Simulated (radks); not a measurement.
# Nuclear size and the levels of Pm³⁺

One table from this session's results is given with a row withheld; the runs are named, their logs left out.

Method: Dirac Kohn-Sham, BLYP, spin-unpolarised, spherical densities, finite nucleus; open shells are shared between the two j in proportion to 2j + 1. Code: radks (a radial shooting solver on a logarithmic mesh, Libxc functionals) version 1.

## Starting point

| Property | Result |
| --- | --- |
| element | promethium (Z = 61) |
| charge | +3 |
| electrons | 58 |
| configuration | [Xe] 4f4 |
| nuclear rms radius | 4.962 fm |

Outer shells as boxes (Hund's rule):

Pm³⁺
```
[Xe] core
4f [↑ ][↑ ][↑ ][↑ ][  ][  ][  ]
```

Set-up of the first run:

Settings of this run:

```text
Z 61
configuration [Xe] 4f4 6s0 5d0
relativity Dirac
functional b88,lyp
spin unpolarised
j_filling average
nucleus finite rms 4.962 fm
c 137.035999084
```

Among the steps run: rms radius 4.962 fm.

One of the session's tables, all rows but one given; the rest of the session is left out.

It belongs to the step «rms radius 4.962 fm». Sizes of the orbitals, from the radial functions (bohr):

```
level     <r>  outermost maximum (interpolated)  90 % within  nodes
5s1/2   1.406                              1.27         2.02      4
5p1/2   1.562                              1.38         2.27      3
5p3/2   1.641                              1.45         2.38      3
4f5/2  0.9330                             0.624         1.59      0
4f7/2  0.9430                             0.628         1.61      0
5d3/2   2.246                              1.88         3.36      2
5d5/2   2.279                              1.91         3.41      2
6s1/2       ?                                 ?            ?      ?
```

Estimate the missing values for 6s1/2.

The run gave: <r>: 3.240; outermost maximum (interpolated): 3.03; 90 % within: 4.56; nodes: 5. In the column «<r>» it is the highest.
